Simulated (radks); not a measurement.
# Sc⁺ in [Ar] 3d1.5 4s0.5: an all-electron calculation

Wanted: eigenvalues, radial structure and energy terms of the scandium ion Sc+.

Program: radks (a radial shooting solver on a logarithmic mesh, Libxc functionals) version 1. Level of theory: scalar-relativistic Kohn-Sham, SCAN, spin-polarised, spherical densities, finite nucleus; open shells are filled with parallel spins first. These are calculated values, not measurements, unless marked.

## (1) The system

| Item | Value |
| --- | --- |
| element | scandium (Z = 21) |
| charge | +1 |
| electrons | 20 |
| configuration | [Ar] 3d1.5 4s0.5 |
| nuclear rms radius | 3.5459 fm |

## (2) The calculation

The run's settings:

```text
Z 21
configuration [Ar] 3d1.5 4s0.5
relativity scalar-relativistic
functional scan,scan
spin polarised
nucleus finite rms 3.5459 fm
c 137.035999084
```

**Question.** What will this run give?

The runs gave:

| quantity | value |
| --- | --- |
| total energy | -764.11005 hartree |
| exchange-correlation share of it | 5.12 % |
| −T/E | 1.0076 |
| highest occupied level | 3d up, -8.636 eV |
| most extended occupied level | 4s up, <r> = 3.42 bohr |
| radius at density 0.001 e/bohr³ | 4.02 bohr |
| maxima of the radial density | 3 |

4 principal shells are occupied and 3 maxima appear in the radial density; where shells overlap, one shows as a shoulder or not at all. Relativity lifts −T/E to 1.008. This is not the tabulated ground configuration, so its levels and sizes aren't those of the ground state, and no measured value stands beside it.
